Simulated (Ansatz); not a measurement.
# H: the cost of one run

Method: DFT PBE+D3(BJ), plane waves, PAW, scalar-relativistic, no spin polarisation, in Ansatz 0.2.0.

## (1) The starting structure

The cell holds 12 atoms (H12): a = 5.241 Å, b = 5.241 Å, c = 5.241 Å, α = 90.00°, β = 90.00°, γ = 90.00°.

Coordinates:

```
CELL_PARAMETERS angstrom
5.24148 0.00000 0.00000
0.00000 5.24148 0.00000
0.00000 0.00000 5.24148
ATOMIC_POSITIONS crystal
H 0.68870 0.17485 0.66031
H 0.77108 0.16673 0.54661
H 0.30296 0.00990 0.49672
H 0.31147 0.00437 0.35645
H 0.28325 0.78121 0.01293
H 0.39988 0.80739 0.93882
H 0.37725 0.57287 0.52618
H 0.37995 0.55232 0.38707
H 0.99785 0.74476 0.19970
H 0.91723 0.75758 0.08518
H 0.60259 0.28587 0.24932
H 0.61050 0.39658 0.16294
```

## (2) Relaxing the start

Contents of input.yaml:

```yaml
accuracy: low
crystal:
  lattice:
    - [5.241483, 0.0, 0.0]
    - [0.0, 5.241483, 0.0]
    - [0.0, 0.0, 5.241483]
  atoms:
    - { symbol: H, position: [0.6887015, 0.1748477, 0.6603099] }
    - { symbol: H, position: [0.7710785, 0.1667295, 0.5466088] }
    - { symbol: H, position: [0.3029595, 0.009903, 0.4967206] }
    - { symbol: H, position: [0.3114725, 0.0043742, 0.3564466] }
    - { symbol: H, position: [0.2832532, 0.7812138, 1.01293] }
    - { symbol: H, position: [0.3998844, 0.8073922, 0.9388242] }
    - { symbol: H, position: [0.3772497, 0.5728725, 0.5261765] }
    - { symbol: H, position: [0.3799499, 0.5523233, 0.3870713] }
    - { symbol: H, position: [0.9978542, 0.7447603, 0.199702] }
    - { symbol: H, position: [0.9172302, 0.7575848, 0.0851807] }
    - { symbol: H, position: [0.6025926, 0.2858718, 0.2493205] }
    - { symbol: H, position: [0.6105024, 0.3965787, 0.1629421] }
basis:
  ecutwfc: 420.0
kpoints:
  mp_grid: { grid: [1, 1, 1] }
hamiltonian:
  xc: pbe
  dispersion: d3bj
scf:
  occupations: { method: fermi_dirac, width: 0.05 }
  lower_state_search: "off"
relax:
  f_tol: 0.3
  max_steps: 15
  adjacent_minimum: "off"
```

Launch:

```console
$ ansatz run input.yaml --threads 1 --pin off --max-ram 3072MiB --backend cpu --events-out ev --progress --plain --runs-dir out
```

Q: Estimate wall time and peak memory on 1 thread of Arm Neoverse V1, shared host.

About 2.5 s, with a peak of 0.25 GiB.
